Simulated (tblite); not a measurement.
# C4H13FSi4: the cost of one run

Programs: tblite 0.8.0 and PySCF 2.14.0, with density-fitted response routines of our own. Each step states its level of theory. These are calculated values for one molecule in the gas phase, unless marked as measured. Atoms count from 0, in the outputs and in this text.

**1. The starting structure**

22 atoms, charge 0, multiplicity 1; geometry from: force field or distance geometry start.

Bonds of the start (Å): F0–C1 1.37, C1–Si2 1.86, Si2–C3 1.84, C3–C4 1.49, C4–C5 1.51, Si2–Si6 2.20, Si6–Si7 2.23, Si7–Si8 2.22, Si8–Si2 2.22, C5–C3 1.50, C1–H9 1.13, C1–H10 1.12, C3–H11 1.13, C4–H12 1.11, C4–H13 1.11, C5–H14 1.11, C5–H15 1.09, Si6–H16 1.49, Si6–H17 1.45, Si7–H18 1.46, Si7–H19 1.48, Si8–H20 1.48, Si8–H21 1.46.

**2. Optimising the geometry with GFN2-xTB**

The job: settings as JSON, then the geometry in Å.

```
{"job": {"kind": "relax", "xc": "GFN2-xTB", "basis": "xTB"}, "charge": 0, "multiplicity": 1}
F     -0.351200    -3.051400     1.106300
C      0.563500    -2.040300     1.236200
Si     0.066400    -0.483200     0.349200
C     -1.756400    -0.204600     0.295500
C     -2.383900     1.132000     0.502300
C     -2.297500     0.544300    -0.888900
Si     1.363700     1.191900     0.942800
Si     2.696100     0.697200    -0.774600
Si     1.000800    -0.424900    -1.665900
H      0.756700    -1.777400     2.317700
H      1.546100    -2.339200     0.789200
H     -2.377600    -1.103000     0.582400
H     -1.742300     2.020600     0.661300
H     -3.384900     1.096600     0.972300
H     -1.599200     1.074300    -1.562500
H     -3.168600     0.082000    -1.352900
H      1.993000     0.902800     2.259000
H      0.796400     2.523500     0.937200
H      3.073300     1.847200    -1.583700
H      3.806900    -0.226900    -0.441900
H      0.117000     0.344300    -2.571300
H      1.271300    -1.786200    -2.110500
```

Command:

```bash
OMP_NUM_THREADS=1 python probes_run.py task.json out
```

This one command runs all jobs of the session in turn.

**Question.** How long does this first job take on 1 thread of Arm Neoverse V2, shared host, and how much memory does it need?

About 2.3 s, with a peak of 0.18 GiB.
